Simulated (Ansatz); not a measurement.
# SbH₂ radical (SMILES [SbH2]): functionals against CCSD(T) at one geometry

One table from this session's results is given with a row withheld; the runs are named, their logs left out.

Computed with Ansatz 0.2.0, Gaussian basis. Level: single points in def2-TZVPP.

Cores are frozen in the correlated methods. Filled d shells of the heavier atoms are correlated. Core potentials replace the inner electrons past krypton, and spin-orbit coupling is left out. Orbitals are unrestricted. B3LYP uses VWN-RPA correlation.

## The starting structure

3 atoms, charge 0, spin multiplicity 2.

Atoms are counted from 1 here; the program's logs count them from 0.

Bond lengths: Sb1–H2 1.867 Å, Sb1–H3 1.672 Å. Angles: H2–Sb1–H3 87.9°.

Geometry (Å):

```xyz
3
charge 0, multiplicity 2
Sb    0.6770   -0.3546    0.3367
H     0.1173    1.4023    0.0419
H    -0.6607   -0.8596   -0.5295
```

The first run:

Contents of run/in.yaml:

```yaml
crystal:
  periodic: [false, false, false]
  atoms:
    - {symbol: Sb, position_ang: [0.677000, -0.354600, 0.336700]}
    - {symbol: H, position_ang: [0.117300, 1.402300, 0.041900]}
    - {symbol: H, position_ang: [-0.660700, -0.859600, -0.529500]}
basis:
  gaussian: {orbitals: def2-TZVPP}
magnetization: {spin_polarized: true, initial_magnetization: 1}
correlation: {method: ccsd_t}
scf: {omitted_lower_state_checks: [cluster_reference]}
output: {forces: true}
```

No record of the launch command was kept for these runs.

Steps of the session up to this table: CCSD(T)/def2-TZVPP; PBE0-D4/def2-TZVPP; wB97M-V/def2-TZVPP; r2SCAN-D4/def2-TZVPP; PBE-D4/def2-TZVPP; revPBE-D4/def2-TZVPP; B3LYP-D4/def2-TZVPP.

One table of the session follows, with a row left open; its other results are not shown here.

```
   method  RMS force component (eV/Å)  angle to CCSD(T) forces (°)  dipole (D)
  CCSD(T)                       0.820                    reference        0.52
  PBE0-D4                           ?                            ?           ?
  wB97M-V                       0.856                          0.7        0.62
r2SCAN-D4                       0.795                          6.1        0.55
   PBE-D4                       0.746                         16.5        0.57
revPBE-D4                       0.741                         18.3        0.60
 B3LYP-D4                       0.779                          9.1        0.66
```

Q: Estimate the row for PBE0-D4 from the others.

As computed: RMS force component (eV/Å): 0.811; angle to CCSD(T) forces (°): 5.4; dipole (D): 0.55. In the column «RMS force component (eV/Å)» it lies between r2SCAN-D4 (0.795) and CCSD(T) (0.820).
